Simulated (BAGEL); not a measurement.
**CH4F2Si (SMILES C[SiH](F)F), step by step**

Wanted: a single-point energy (HF/cc-pVDZ), then the energy (NEVPT2(2,2)/cc-pVDZ) of CH4F2Si. 

The calculation is run with BAGEL 1.2.2.

1 further run of the same task is left out (set aside as unsound or not needed).

### 1 Starting point

The species is CH4F2Si (8 atoms), meant as a singlet with charge 0. SMILES: `C[SiH](F)F`. The C1–H5 distance was set to 2.076 Å, away from the relaxed value. At this shape a bond of the SMILES string is far longer than usual.

Bond lengths: C1–Si2 1.840 Å, Si2–F3 1.591 Å, Si2–F4 1.591 Å, C1–H6 1.093 Å, C1–H7 1.093 Å, Si2–H8 1.477 Å. Angles: C1–Si2–F3 109.8°, C1–Si2–F4 109.8°, F3–Si2–F4 106.8°, C1–Si2–H8 114.8°, F3–Si2–H8 107.6°, F4–Si2–H8 107.6°, Si2–C1–H6 110.6°, Si2–C1–H7 110.6°, H6–C1–H7 108.2°.

### 2 A single-point energy at HF/cc-pVDZ (density fitting with svp-jkfit) (run 1)

Input file input.json:

```json
{ "bagel" : [

{
  "title" : "molecule",
  "basis" : "cc-pvdz.json",
  "df_basis" : "svp-jkfit",
  "geometry" : [
    { "atom" : "C", "xyz" : [    -1.36709402,     1.00746024,     1.28679389 ] },
    { "atom" : "Si", "xyz" : [    -0.01329422,    -2.12362698,     1.95821358 ] },
    { "atom" : "F", "xyz" : [     2.98570114,    -1.94051251,     2.04532995 ] },
    { "atom" : "F", "xyz" : [    -0.70247734,    -4.02979372,    -0.26145873 ] },
    { "atom" : "H", "xyz" : [    -0.02532233,     2.39806245,    -2.12669778 ] },
    { "atom" : "H", "xyz" : [    -0.86745043,     2.34784298,     2.77589807 ] },
    { "atom" : "H", "xyz" : [    -3.42632858,     0.89917893,     1.17964642 ] },
    { "atom" : "H", "xyz" : [    -0.85875769,    -3.27730477,     4.35514220 ] }
  ]
},

{ "title" : "hf" },

{ "title" : "print", "file" : "orbitals.molden", "orbitals" : true }

]}
```

The basis set cc-pVDZ is read from a file made from the Basis Set Exchange's data (not shown).

On the command line:

```bash
BAGEL_NUM_THREADS=1 BAGEL input.json > input.out
```

Standard output:

```text
* using 1 threads per process

  ===============================================================
  ===============================================================

  *** Geometry ***

  { "atom" : "C", "xyz" : [     -1.367094,      1.007460,      1.286794 ] },
  { "atom" : "Si", "xyz" : [     -0.013294,     -2.123627,      1.958214 ] },
  { "atom" : "F", "xyz" : [      2.985701,     -1.940513,      2.045330 ] },
  { "atom" : "F", "xyz" : [     -0.702477,     -4.029794,     -0.261459 ] },
  { "atom" : "H", "xyz" : [     -0.025322,      2.398062,     -2.126698 ] },
  { "atom" : "H", "xyz" : [     -0.867450,      2.347843,      2.775898 ] },
  { "atom" : "H", "xyz" : [     -3.426329,      0.899179,      1.179646 ] },
  { "atom" : "H", "xyz" : [     -0.858758,     -3.277305,      4.355142 ] },

  Number of auxiliary basis functions:      429

  Since a DF basis is specified, we compute 2- and 3-index integrals:
    o Being stored without compression. Storage requirement is 0.022 GB

  Number of basis functions:       80
  Number of electrons      :       42

    * METHOD: MOLECULE                             0.18

  *** RHF ***

  === Nuclear Repulsion ===
   180.2803660876

      * DIIS with orbital gradients will be used.

  === RHF iteration (cc-pvdz.json) ===
      0       -527.69937857          0.01743672           0.05
      1       -527.89597960          0.01081408           0.04
      2       -527.98020135          0.00151609           0.04
      3       -527.98262828          0.00033941           0.04
      4       -527.98273119          0.00013227           0.04
      5       -527.98274907          0.00003610           0.04
      6       -527.98275127          0.00001320           0.04
      7       -527.98275148          0.00000199           0.04
      8       -527.98275149          0.00000090           0.04
      9       -527.98275149          0.00000029           0.04
     10       -527.98275149          0.00000005           0.04
     11       -527.98275149          0.00000002           0.04
     12       -527.98275149          0.00000001           0.04
    * SCF iteration converged.

    * Permanent dipole moment:
           (    0.734303,    -0.475602,    -0.744167) a.u.

    * METHOD: HF                                   0.71

    * METHOD: PRINT                                0.02

  ===============================================================
```

It took 1 s on 1 thread of Arm Neoverse V1, shared host; peak memory 0.15 GiB.

### 3 The energy at NEVPT2(2,2)/cc-pVDZ (density fitting with svp-jkfit) (run 2)

Input file input.json:

```json
{ "bagel": [

{
  "title": "molecule",
  "basis": "cc-pvdz.json",
  "df_basis": "svp-jkfit",
  "angstrom": false,
  "geometry": [
    { "atom": "C", "xyz": [ -1.36709402,  1.00746024,  1.28679389 ] },
    { "atom": "Si", "xyz": [ -0.01329422, -2.12362698,  1.95821358 ] },
    { "atom": "F", "xyz": [  2.98570114, -1.94051251,  2.04532995 ] },
    { "atom": "F", "xyz": [ -0.70247734, -4.02979372, -0.26145873 ] },
    { "atom": "H", "xyz": [ -0.02532233,  2.39806245, -2.12669778 ] },
    { "atom": "H", "xyz": [ -0.86745043,  2.34784298,  2.77589807 ] },
    { "atom": "H", "xyz": [ -3.42632858,  0.89917893,  1.17964642 ] },
    { "atom": "H", "xyz": [ -0.85875769, -3.27730477,  4.35514220 ] }
  ]
},
{
  "title": "hf"
},
{
  "title": "casscf",
  "nstate": 1,
  "nact": 2,
  "nclosed": 20,
  "active": [21, 22],
  "maxiter": 200,
  "natocc": true
},
{
  "title": "nevpt2",
  "nstate": 1,
  "nact": 2,
  "nclosed": 20,
  "active": [21, 22],
  "maxiter": 200,
  "natocc": true,
  "ncore": 8
},
{
  "title": "print",
  "file": "orbitals.molden",
  "orbitals": true
}

]}
```

The basis set cc-pVDZ is read from a file made from the Basis Set Exchange's data (not shown).

On the command line:

```bash
BAGEL_NUM_THREADS=1 BAGEL input.json > input.out
```

Standard output:

```text
* using 1 threads per process

  ===============================================================
  ===============================================================

  *** Geometry ***

  { "atom" : "C", "xyz" : [     -1.367094,      1.007460,      1.286794 ] },
  { "atom" : "Si", "xyz" : [     -0.013294,     -2.123627,      1.958214 ] },
  { "atom" : "F", "xyz" : [      2.985701,     -1.940513,      2.045330 ] },
  { "atom" : "F", "xyz" : [     -0.702477,     -4.029794,     -0.261459 ] },
  { "atom" : "H", "xyz" : [     -0.025322,      2.398062,     -2.126698 ] },
  { "atom" : "H", "xyz" : [     -0.867450,      2.347843,      2.775898 ] },
  { "atom" : "H", "xyz" : [     -3.426329,      0.899179,      1.179646 ] },
  { "atom" : "H", "xyz" : [     -0.858758,     -3.277305,      4.355142 ] },

  Number of auxiliary basis functions:      429

  Since a DF basis is specified, we compute 2- and 3-index integrals:
    o Being stored without compression. Storage requirement is 0.022 GB

  Number of basis functions:       80
  Number of electrons      :       42

    * METHOD: MOLECULE                             0.18

  *** RHF ***

  === Nuclear Repulsion ===
   180.2803660876

      * DIIS with orbital gradients will be used.

  === RHF iteration (cc-pvdz.json) ===
      0       -527.69937857          0.01743672           0.05
      1       -527.89597960          0.01081408           0.04
      2       -527.98020135          0.00151609           0.04
      3       -527.98262828          0.00033941           0.04
      4       -527.98273119          0.00013227           0.04
      5       -527.98274907          0.00003610           0.04
      6       -527.98275127          0.00001320           0.04
      7       -527.98275148          0.00000199           0.04
      8       -527.98275149          0.00000090           0.04
      9       -527.98275149          0.00000029           0.04
     10       -527.98275149          0.00000005           0.04
     11       -527.98275149          0.00000002           0.04
     12       -527.98275149          0.00000001           0.04
    * SCF iteration converged.

    * Permanent dipole moment:
           (    0.734303,    -0.475602,    -0.744167) a.u.

    * METHOD: HF                                   0.70

  ---------------------------
      CASSCF calculation
  ---------------------------

    ==== Active orbitals : =====
         Orbital 21
         Orbital 22
    ============================

    * nstate   :      1
    * nclosed  :     20
    * nact     :      2
    * nvirt    :     58
  === CASSCF iteration (cc-pvdz.json) ===

    * Using the second-order algorithm

      0  0      -528.01741828     3.64e-03      0.01

      1  0      -528.03962981     1.06e-03      0.23

      2  0      -528.04079067     2.68e-04      0.25

      3  0      -528.04081898     6.01e-05      0.26

      4  0      -528.04082006     1.38e-05      0.23

      5  0      -528.04082012     3.23e-06      0.24

      6  0      -528.04082012     7.60e-07      0.23

      7  0      -528.04082012     1.78e-07      0.22

      8  0      -528.04082012     4.19e-08      0.20

      9  0      -528.04082012     9.81e-09      0.20

    * Second-order optimization converged. *

     guess   0:   closed 1.                   open ..

  === FCI iteration ===

      0  0      -527.97830539     8.45e-02      0.00
      1  0      -528.04081219     9.11e-04      0.00
      2  0 *    -528.04082012     1.40e-16      0.00

     * ci vector, state   0, <S^2> = 0.0000
       2.     0.9378566337
       .2    -0.3470229599

    * METHOD: CASSCF                               2.19

    * freezing 8 orbitals

  === DF-NEVPT2 calculation ===

    * 3-index integral transformation done
    * assembly done

      NEVPT2 correlation energy:   -0.5881939455      0.16

          (+0)     -0.5409900101
          (+0)'    -0.0115004371
          (+1)     -0.0063958653
          (+1)'    -0.0000000000
          (+2)     -0.0003045286
          (-1)     -0.0263673897
          (-1)'     0.0000000000
          (-2)     -0.0026357146

      NEVPT2 total energy:       -528.6290140634

    * METHOD: NEVPT2                               0.25

    * METHOD: PRINT                                0.02

  ===============================================================
```

Wall time 3.6 s (1 thread of Arm Neoverse V1, shared host); peak memory 0.15 GiB.

### 4 What came out

```
                                quantity          value
         run 1, HF/cc-pVDZ: total energy  -527.98275 Eh
        run 1, HF/cc-pVDZ: dipole moment         2.92 D
          run 1, HF/cc-pVDZ: HOMO energy      -10.60 eV
          run 1, HF/cc-pVDZ: LUMO energy        0.65 eV
        run 1, HF/cc-pVDZ: HOMO–LUMO gap       11.25 eV
run 2, NEVPT2(2,2)/cc-pVDZ: total energy  -528.62901 Eh
```
